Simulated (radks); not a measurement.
# Nuclear size and the levels of Ga³⁺

Aim: how the total energy, the levels and the density at the nucleus of Ga³⁺ respond when the nuclear radius is scaled.

Method: Dirac Kohn-Sham, LDA (Slater exchange, Perdew-Wang correlation), spin-unpolarised, spherical densities, finite nucleus. Code: radks (a radial shooting solver on a logarithmic mesh, Libxc functionals) version 1.

## (1) The atom as given

| Item | Value |
| --- | --- |
| element | gallium (Z = 31) |
| charge | +3 |
| electrons | 28 |
| configuration | [Ar] 3d10 |
| nuclear rms radius | 3.9973 fm |

The outer shells:

Ga³⁺
```
[Ar] core
3d [↑↓][↑↓][↑↓][↑↓][↑↓]
```

In the logs a row gives level, spin channel, occupation and eigenvalue; Etot, Ekin, Encl (electron-nucleus), Eh (Hartree) and Exc are energies, all in hartree; err is the last residual, it the number of iterations.

## (2) rms radius 3.9973 fm

Input:

```text
Z 31
configuration [Ar] 3d10 4s0 4p0
relativity Dirac
functional lda,pw
spin unpolarised
j_filling average
nucleus finite rms 3.9973 fm
c 137.035999084
```

The log of the run:

```text
1s1/2   1   2.0000        -376.38394981
2s1/2   1   2.0000         -47.52055247
2p1/2   1   2.0000         -42.25899427
2p3/2   1   4.0000         -41.24457330
3s1/2   1   2.0000          -6.65730135
3p1/2   1   2.0000          -4.95521341
3p3/2   1   4.0000          -4.82155984
3d3/2   1   4.0000          -1.95242592
3d5/2   1   6.0000          -1.93504548
4s1/2   1   0.0000          -1.34866939
4p1/2   1   0.0000          -1.00658730
4p3/2   1   0.0000          -0.99439226
Etot -1939.0246629044032
Ekin 1976.7842166883167
Encl -4647.04623504588
Eh 803.1248531635853
Exc -71.88749771042461
err 2.372988617525184e-09
it 15
```

Highest occupied level: 3d5/2 at -52.655 eV.

Sizes of the orbitals, from the radial functions (bohr):

| level | occupation | energy (eV) | <r> | outermost maximum (interpolated) | 90 % within | nodes |
| --- | --- | --- | --- | --- | --- | --- |
| 3s1/2 | 2 | -181.15 | 0.6531 | 0.565 | 0.979 | 2 |
| 3p1/2 | 2 | -134.84 | 0.6722 | 0.561 | 1.04 | 1 |
| 3p3/2 | 4 | -131.20 | 0.6830 | 0.570 | 1.05 | 1 |
| 3d3/2 | 4 | -53.128 | 0.7840 | 0.529 | 1.34 | 0 |
| 3d5/2 | 6 | -52.655 | 0.7893 | 0.532 | 1.35 | 0 |
| 4s1/2 | 0 | -36.699 | 1.938 | 1.70 | 2.83 | 3 |
| 4p1/2 | 0 | -27.391 | 2.236 | 1.94 | 3.30 | 2 |
| 4p3/2 | 0 | -27.059 | 2.261 | 1.97 | 3.34 | 2 |

The radial density on a logarithmic grid:

| r (bohr) | 4πr²ρ (e/bohr) |
| --- | --- |
| 0.00186 | 0.9268 |
| 0.00277 | 1.909 |
| 0.00414 | 3.824 |
| 0.00618 | 7.349 |
| 0.00921 | 13.28 |
| 0.0137 | 21.90 |
| 0.0205 | 31.59 |
| 0.0306 | 37.73 |
| 0.0456 | 35.84 |
| 0.0681 | 30.72 |
| 0.102 | 35.38 |
| 0.152 | 43.75 |
| 0.226 | 33.20 |
| 0.337 | 21.21 |
| 0.503 | 26.26 |
| 0.750 | 20.42 |
| 1.12 | 7.223 |
| 1.67 | 1.319 |
| 2.51 | 0.1025 |

## (3) rms radius 3.2178 fm

Changes since step 2:

```diff
@@ -6,3 +6,3 @@
 j_filling average
-nucleus finite rms 3.9973 fm
+nucleus finite rms 3.2178 fm
 c 137.035999084
```

The log of the run:

```text
1s1/2   1   2.0000        -376.38549937
2s1/2   1   2.0000         -47.52070257
2p1/2   1   2.0000         -42.25898271
2p3/2   1   4.0000         -41.24456094
3s1/2   1   2.0000          -6.65732428
3p1/2   1   2.0000          -4.95521218
3p3/2   1   4.0000          -4.82155850
3d3/2   1   4.0000          -1.95242536
3d5/2   1   6.0000          -1.93504494
4s1/2   1   0.0000          -1.34867206
4p1/2   1   0.0000          -1.00658728
4p3/2   1   0.0000          -0.99439222
Etot -1939.0283007382948
Ekin 1976.7972911219729
Encl -4647.0631777421495
Eh 803.1251556551933
Exc -71.88756977331181
err 2.372637822888932e-09
it 15
```

E − E(step 2, rms radius 3.9973 fm) = -0.099 eV. The top filled level is 3d5/2, -52.655 eV.

## (4) rms radius 3.6535 fm

Changes since step 3:

```diff
@@ -6,3 +6,3 @@
 j_filling average
-nucleus finite rms 3.2178 fm
+nucleus finite rms 3.6535 fm
 c 137.035999084
```

The log of the run:

```text
1s1/2   1   2.0000        -376.38467211
2s1/2   1   2.0000         -47.52062243
2p1/2   1   2.0000         -42.25898888
2p3/2   1   4.0000         -41.24456754
3s1/2   1   2.0000          -6.65731204
3p1/2   1   2.0000          -4.95521284
3p3/2   1   4.0000          -4.82155922
3d3/2   1   4.0000          -1.95242566
3d5/2   1   6.0000          -1.93504523
4s1/2   1   0.0000          -1.34867064
4p1/2   1   0.0000          -1.00658729
4p3/2   1   0.0000          -0.99439224
Etot -1939.0263586259257
Ekin 1976.790300281501
Encl -4647.0541217713035
Eh 803.124994164953
Exc -71.88753130107615
err 2.372755886538927e-09
it 15
```

E − E(step 2, rms radius 3.9973 fm) = -0.046 eV. 3d5/2 is the highest filled level (-52.655 eV).

## (5) rms radius 4.2092 fm

Changes since step 4:

```diff
@@ -6,3 +6,3 @@
 j_filling average
-nucleus finite rms 3.6535 fm
+nucleus finite rms 4.2092 fm
 c 137.035999084
```

The log of the run:

```text
1s1/2   1   2.0000        -376.38347422
2s1/2   1   2.0000         -47.52050640
2p1/2   1   2.0000         -42.25899782
2p3/2   1   4.0000         -41.24457710
3s1/2   1   2.0000          -6.65729431
3p1/2   1   2.0000          -4.95521379
3p3/2   1   4.0000          -4.82156026
3d3/2   1   4.0000          -1.95242609
3d5/2   1   6.0000          -1.93504564
4s1/2   1   0.0000          -1.34866857
4p1/2   1   0.0000          -1.00658731
4p3/2   1   0.0000          -0.99439227
Etot -1939.0235463933643
Ekin 1976.7802198378804
Encl -4647.041050962286
Eh 803.124760324765
Exc -71.88747559372368
err 2.3727313239210847e-09
it 15
```

Energy against step 2 (rms radius 3.9973 fm): +0.030 eV. Highest occupied level: 3d5/2 at -52.655 eV.

## (6) rms radius 4.7448 fm

Changes since step 5:

```diff
@@ -6,3 +6,3 @@
 j_filling average
-nucleus finite rms 4.2092 fm
+nucleus finite rms 4.7448 fm
 c 137.035999084
```

The log of the run:

```text
1s1/2   1   2.0000        -376.38216935
2s1/2   1   2.0000         -47.52038000
2p1/2   1   2.0000         -42.25900756
2p3/2   1   4.0000         -41.24458751
3s1/2   1   2.0000          -6.65727500
3p1/2   1   2.0000          -4.95521483
3p3/2   1   4.0000          -4.82156139
3d3/2   1   4.0000          -1.95242655
3d5/2   1   6.0000          -1.93504610
4s1/2   1   0.0000          -1.34866632
4p1/2   1   0.0000          -1.00658733
4p3/2   1   0.0000          -0.99439230
Etot -1939.0204830120788
Ekin 1976.7692838720138
Encl -4647.026857574735
Eh 803.1245056038392
Exc -71.88741491319718
err 2.3726085848393627e-09
it 15
```

Energy against step 2 (rms radius 3.9973 fm): +0.114 eV. The top filled level is 3d5/2, -52.655 eV.

## (7) All runs together

| rms radius (fm) | total energy shift (eV) | density at nucleus (e/bohr³) | 1s1/2 shift (meV) | 2s1/2 shift (meV) | 2p1/2 shift (meV) | 3s1/2 shift (meV) | 4s1/2 shift (meV) |
| --- | --- | --- | --- | --- | --- | --- | --- |
| 3.2178 | -0.0990 | 2.844e+04 | -42.2 | -4.08 | 0.315 | -0.624 | -0.0726 |
| 3.6535 | -0.0461 | 2.823e+04 | -19.7 | -1.90 | 0.147 | -0.291 | -0.0339 |
| 3.9973 | 0 | 2.808e+04 | 0 | 0 | 0 | 0 | 0 |
| 4.2092 | 0.0304 | 2.799e+04 | 12.9 | 1.25 | -0.0966 | 0.192 | 0.0223 |
| 4.7448 | 0.114 | 2.779e+04 | 48.4 | 4.69 | -0.362 | 0.717 | 0.0834 |

Shifts are against the first run. Over the range the 1s1/2 level moves by 0.0906 eV and the 4s1/2 level by 0.156 meV. A larger nucleus binds the 1s electrons less and lowers the density at its centre. These are shifts of eigenvalues, not the field shifts of spectral lines.
